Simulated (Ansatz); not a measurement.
# Scandium, diamond under m-r²SCAN: structure, energy and stiffness

What does m-r²SCAN give for scandium in the diamond structure? We relax it, solve it on a dense k-mesh, then scale the cell to 7 volumes from 88 to 112 % of the relaxed one and try a fit of the equation of state. The start is ferromagnetic. The k-meshes are 9×9×9 for the relaxation; 14×14×14 for the dense run; 10×10×10 for the volumes.

This is Sc in the diamond structure; at room conditions it is hcp.

Method: DFT m-r2SCAN, plane waves (500 eV) with PAW, scalar-relativistic; PBE-made PAW files; m-r²SCAN is r²SCAN on the gauge-invariant kinetic-energy density, in Ansatz 0.2.0.

## 1. The starting structure

It takes space group Fd-3m (No. 227, cubic). The conventional cell has a = 6.463 Å, b = 6.463 Å, c = 6.463 Å, α = 90.00°, β = 90.00°, γ = 90.00°. Around Sc (site symmetry -43m) lie 4 Sc at 2.80 Å.

As a file:

```
Sc
1.0
     0.00000    3.23174    3.23174
     3.23174    0.00000    3.23174
     3.23174    3.23174    0.00000
Sc
2
Direct
  0.12500 0.12500 0.12500
  0.87500 0.87500 0.87500
```

The atoms start with moments of +1 ×2 μB.

## 2. Relaxation of the cell

File input.yaml:

```yaml
crystal:
  lattice:
    - [0.0, 3.2317434665, 3.2317434665]
    - [3.2317434665, 0.0, 3.2317434665]
    - [3.2317434665, 3.2317434665, 0.0]
  atoms:
    - { symbol: Sc, position: [0.125, 0.125, 0.125], spin: 1.0 }
    - { symbol: Sc, position: [0.875, 0.875, 0.875], spin: 1.0 }
hamiltonian:
  xc: mr2scan
  pseudopotentials:
    kind: paw
    azcp:
      Sc: "pseudopotentials/Sc.paw.azcp"
basis:
  ecutwfc: 500
  fft_grid_basis: typed
kpoints:
  mp_grid: { grid: [9, 9, 9], shift: [0, 0, 0] }
magnetization:
  spin_polarized: true
scf:
  occupations: { method: fermi_dirac, width: 0.05 }
relax:
  max_steps: 60
  f_tol: 0.01
  cell: {}
```

The run is started by

```bash
$ ansatz run input.yaml --threads 2 --pin off --max-ram 6144MiB --backend cpu --events-out ev --progress --plain --runs-dir out
```

The runs that follow: The energy on a finer k-mesh; The cell scaled to 88 % of its volume; The cell scaled to 92 % of its volume; The cell scaled to 96 % of its volume; The cell scaled to 100 % of its volume; The cell scaled to 104 % of its volume; The cell scaled to 108 % of its volume; The cell scaled to 112 % of its volume.

Q: Predict the outcome of this session. Wanted: space group; conventional cell; volume; shortest distance; gap on the mesh; magnetic state; V₀, B₀, B₀′.

As calculated:

| quantity | value |
| --- | --- |
| space group (spins left aside) | Fd-3m (No. 227) |
| conventional cell | a = 6.345 Å |
| volume | 31.936 Å³/atom |
| shortest distance | 2.748 Å |
| gap on the mesh | none (levels filled in part) |
| magnetic state | non-magnetic |
| V₀, B₀, B₀′ | 31.818 Å³/atom, 13.4 GPa, 0.9 |

In words: From the guessed start the volume shrank by 5.4 % in 5 steps. The starting moments do not survive. Levels at the Fermi energy are filled in part, as in a metal. B₀ comes out at 13.4 GPa, a soft solid. The symmetry was held, so the structure may be unstable against distortions that break it.
